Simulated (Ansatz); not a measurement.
**SiH₂F₂ (built from SMILES F[Si]F.[H][H]): a reaction path by the nudged elastic band**

Aim: the minimum-energy path between two given structures and its highest point. Both ends were relaxed at PBE0-D4 in triple zeta.

Computed with Ansatz 0.2.0, Gaussian basis. Level: PBE0-D4/def2-SVP.

17 further runs of the same task are left out: 1 that didn't finish, 16 set aside as unsound or not needed.

**1. The starting structure**

The first end: 5 atoms, charge 0, spin multiplicity 1.

Atoms are counted from 1 here; the program's logs count them from 0.

Bond lengths: Si1–F2 1.602 Å, Si1–F3 1.602 Å, H4–H5 0.747 Å. Angles: F2–Si1–F3 100.5°.

Coordinates:

```xyz
5

Si    0.91143    0.37910   -1.06040
F     1.02110    1.45795    0.11903
F     1.49417   -0.91903   -0.32401
H    -1.93861   -0.44776    0.33491
H    -1.48801   -0.47027    0.93037
```

The second end:

```xyz
5
F2H2Si
Si   -0.0517   -0.0124    0.0109
F     0.5897    1.4371    0.0527
F     1.0828   -1.0376   -0.4083
H    -1.1035   -0.0295   -1.0224
H    -0.5171   -0.3577    1.3669
```

**2. The band at PBE0-D4/def2-SVP**

File neb/in.yaml:

```yaml
crystal:
  periodic: [false, false, false]
  atoms:
    - {symbol: Si, position_ang: [0.911435, 0.379103, -1.060404]}
    - {symbol: F, position_ang: [1.021105, 1.457953, 0.119030]}
    - {symbol: F, position_ang: [1.494171, -0.919026, -0.324007]}
    - {symbol: H, position_ang: [-1.938606, -0.447761, 0.334911]}
    - {symbol: H, position_ang: [-1.488006, -0.470269, 0.930371]}
basis:
  gaussian: {orbitals: def2-SVP}
hamiltonian: {xc: pbe0, dispersion: d4}
neb:
  images: 5
  climbing: true
  max_iterations: 40
  initial_path: idpp
  final_atoms:
    - {symbol: Si, position_ang: [-0.051719, -0.012354, 0.010949]}
    - {symbol: F, position_ang: [0.589655, 1.437098, 0.052715]}
    - {symbol: F, position_ang: [1.082818, -1.037585, -0.408271]}
    - {symbol: H, position_ang: [-1.103546, -0.029486, -1.022387]}
    - {symbol: H, position_ang: [-0.517108, -0.357673, 1.366892]}
```

The run is started by

```bash
$ ansatz run in.yaml --threads 2 --pin off --events-out ev --progress --plain --max-ram 4352MiB
```

What does the calculation give? Wanted: from earlier runs: barrier over the separately found saddle, CCSD(T)/def2-TZVPP.

**Answer**, as computed:

```
                                                                       quantity                                                   value
                                                PBE0-D4/def2-SVP, 13 iterations  highest 185.5 kJ/mol (image 3), last end -165.4 kJ/mol
from earlier runs: barrier over the separately found saddle, CCSD(T)/def2-TZVPP                                            211.6 kJ/mol
```

What this shows: The highest image lies 185.5 kJ/mol above the first end, and it climbed, so it estimates the saddle. The ends are not quite minima at this level (largest force component 1.10 eV/Å), so the heights are unreliable: relaxing the first end would lower it and raise the barrier above it. The highest image is 26.1 kJ/mol below the CCSD(T) barrier in triple zeta, which comes from separate runs on the saddle.
